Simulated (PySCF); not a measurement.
**singlet CH3Cl2Si+: levels of theory compared**

Wanted: a comparison of 6 runs (HF/STO-3G, HF/3-21G, B2PLYP/6-31G*, B3LYP/6-31G*, wB97M-V/6-31G*, SCS-MP2/6-31G*) of singlet CH3Cl2Si+. The job is set up through a Python script.

Program for the calculation: PySCF 2.14.0.

1 further run of the same task is left out (set aside as unsound or not needed).

## Step 1: The system as given

CH3Cl2Si+: 7 atoms, total charge +1, spin state singlet. SMILES of the parent species: `[CH2][SiH](Cl)Cl`. Geometry: relaxed at PBE0-D4/def2-TZVP. This is one conformer, not always the lowest. That shape belongs to the parent species and isn't relaxed for this state.

Bond lengths: C1–Si2 1.823 Å, Si2–Cl3 2.049 Å, Si2–Cl4 2.049 Å, C1–H5 1.085 Å, C1–H6 1.085 Å, Si2–H7 1.475 Å. Angles: C1–Si2–Cl3 110.0°, C1–Si2–Cl4 110.0°, Cl3–Si2–Cl4 107.9°, C1–Si2–H7 112.5°, Cl3–Si2–H7 108.1°, Cl4–Si2–H7 108.2°, Si2–C1–H5 122.1°, Si2–C1–H6 122.1°, H5–C1–H6 115.8°.

## Step 2: The energy at HF/STO-3G (run 1)

input.py reads:

```python
from pyscf import gto

mol = gto.M(
    atom='''
C     -1.309013     1.686770     0.373221
Si     0.881179    -0.943918    -0.007370
Cl     3.011845    -0.444842    -3.201763
Cl    -1.084703    -4.256608    -0.395331
H     -2.735757     2.130099    -1.030846
H     -1.263849     2.911312     2.017283
H      2.616326    -1.211314     2.158067
''',
    charge=1,
    verbose=3,
    basis='sto-3g',
    unit='bohr',
    max_memory=1860,
)

hf = mol.RHF()
hf.conv_tol = 1e-10
hf.kernel()
if not hf.converged:
    hf = hf.newton().run(hf.mo_coeff, hf.mo_occ)

e_tot = hf.e_tot
print('E = %.10f Eh' % e_tot)
```

Command:

```sh
OMP_NUM_THREADS=1 python input.py
```

The log of the run:

```text
converged SCF energy = -1233.67091376369
E = -1233.6709137637 Eh
```

Run time: 1 s. Hardware: 1 thread of Intel Xeon at 2.70GHz, shared host; peak memory 0.12 GiB.

## Step 3: A single-point energy at HF/3-21G (run 2)

input.xyz reads:

```xyz
7
CH3Cl2Si
C     -0.692700     0.892600     0.197500
Si     0.466300    -0.499500    -0.003900
Cl     1.593800    -0.235400    -1.694300
Cl    -0.574000    -2.252500    -0.209200
H     -1.447700     1.127200    -0.545500
H     -0.668800     1.540600     1.067500
H      1.384500    -0.641000     1.142000
```

job.py reads:

```python
from pyscf import gto

mol = gto.M(
    atom='input.xyz',
    basis='3-21g',
    charge=1,
    max_memory=1860,
    verbose=3,
)

mf = mol.RHF()
mf.conv_tol = 1e-10
mf.kernel()
if not mf.converged:
    mf = mf.newton().run(mf.mo_coeff, mf.mo_occ)

e_tot = mf.e_tot
print('E(%s) = %.9f' % ('HF', e_tot))
```

Command:

```sh
OMP_NUM_THREADS=1 python job.py
```

The log of the run:

```text
converged SCF energy = -1241.06394854615
E(HF) = -1241.063948546
```

Wall time 1.1 s (1 thread of Intel Xeon at 2.70GHz, shared host); peak memory 0.12 GiB.

Runs 3 to 4 aren't shown in full; the table further down has their settings and results.

## Step 4: A single-point energy at wB97M-V/6-31G(d) (spherical functions) (run 5)

run.py reads:

```python
from pyscf import gto, dft

mol = gto.Mole()
mol.atom = [
    ('C', (-0.692700, 0.892600, 0.197500)),
    ('Si', (0.466300, -0.499500, -0.003900)),
    ('Cl', (1.593800, -0.235400, -1.694300)),
    ('Cl', (-0.574000, -2.252500, -0.209200)),
    ('H', (-1.447700, 1.127200, -0.545500)),
    ('H', (-0.668800, 1.540600, 1.067500)),
    ('H', (1.384500, -0.641000, 1.142000)),
]
mol.basis = '6-31g*'
mol.max_memory = 1860
mol.verbose = 4
mol.spin = 0
mol.charge = 1
mol.build()

myscf = dft.RKS(mol)
myscf.xc = 'wb97m-v'
myscf.grids.level = 5
myscf.nlcgrids.level = 1
myscf.conv_tol = 1e-10
myscf.kernel()
if not myscf.converged:
    myscf = myscf.newton().run(myscf.mo_coeff, myscf.mo_occ)

energy = myscf.e_tot
print('E(%s) = %.9f' % ('WB97M-V', energy))
```

Command:

```sh
OMP_NUM_THREADS=1 python run.py
```

The log of the run:

```text
PySCF version 2.14.0

[... 93 lines left out ...]
converged SCF energy = -1249.33729697213
E(WB97M-V) = -1249.337296972
```

Run time: 1.8 min. Hardware: 1 thread of Intel Xeon at 2.70GHz, shared host; peak memory 0.39 GiB.

## Step 5: The energy at SCS-MP2/6-31G(d) (spherical functions) (run 6)

run.py reads:

```python
from pyscf import gto, scf, mp

mol = gto.M(
    atom='''
C     -1.309013     1.686770     0.373221
Si     0.881179    -0.943918    -0.007370
Cl     3.011845    -0.444842    -3.201763
Cl    -1.084703    -4.256608    -0.395331
H     -2.735757     2.130099    -1.030846
H     -1.263849     2.911312     2.017283
H      2.616326    -1.211314     2.158067
''',
    verbose=3,
    basis='6-31g*',
    unit='bohr',
    charge=1,
    max_memory=1860,
)

mf = scf.RHF(mol)
mf.conv_tol = 1e-10
mf.kernel()
if not mf.converged:
    mf = mf.newton().run(mf.mo_coeff, mf.mo_occ)

pt = mp.MP2(mf, frozen=16).run()
e_tot = mf.e_tot + 1.2 * pt.e_corr_os + pt.e_corr_ss / 3
print('E = %.10f Eh' % e_tot)
```

Command:

```sh
OMP_NUM_THREADS=1 python run.py
```

The log of the run:

```text
converged SCF energy = -1247.20741272558
E(RMP2) = -1247.63009398516  E_corr = -0.422681259576273
E(SCS-RMP2) = -1247.62665097644  E_corr = -0.419238250858293
E = -1247.6266509764 Eh
```

Run time: 2.2 s. Hardware: 1 thread of Intel Xeon at 2.70GHz, shared host; peak memory 0.16 GiB.

## Step 6: Overview of the runs

```
run                                 level  frozen core orbitals  integration grid   energy (Eh)  HOMO energy (eV)  LUMO energy (eV)  HOMO–LUMO gap (eV)  wall time
  1                             HF/STO-3G                     –                 –  -1233.670914            -16.00             -6.46                9.54        1 s
  2                              HF/3-21G                     –                 –  -1241.063949            -17.60             -8.41                9.20      1.1 s
  3   B2PLYP/6-31G* (spherical functions)                    16                 5  -1248.946651            -15.43            -10.56                4.86       20 s
  4    B3LYP/6-31G* (spherical functions)                     –                 5  -1249.473286            -14.24            -12.02                2.22       22 s
  5  wB97M-V/6-31G* (spherical functions)                     –                 5  -1249.337297            -16.53             -9.93                6.61    1.8 min
  6  SCS-MP2/6-31G* (spherical functions)                    16                 –  -1247.626651            -17.34             -7.94                9.40      2.2 s
```

## Step 7: Outcome

| quantity | value |
| --- | --- |
| run 6: total energy | -1247.62665 Eh |
| run 6: HOMO energy (Hartree–Fock orbitals) | -17.34 eV |
| run 6: LUMO energy (Hartree–Fock orbitals) | -7.94 eV |
| run 6: HOMO–LUMO gap (Hartree–Fock orbitals) | 9.40 eV |
| run 6: correlation energy (16 core orbitals frozen) | -419.2 mEh |

**Reading.** Over runs 1, 2, 3, 4, 5 the HOMO–LUMO gap runs from 2.22 eV (B3LYP/6-31G*) to 9.54 eV (HF/STO-3G). The two ends differ in method and basis. Totals of different functionals can't be ranked against each other. In run 1 the basis is minimal, so the values are rough. All runs together took 2.6 min, the longest 1.8 min.
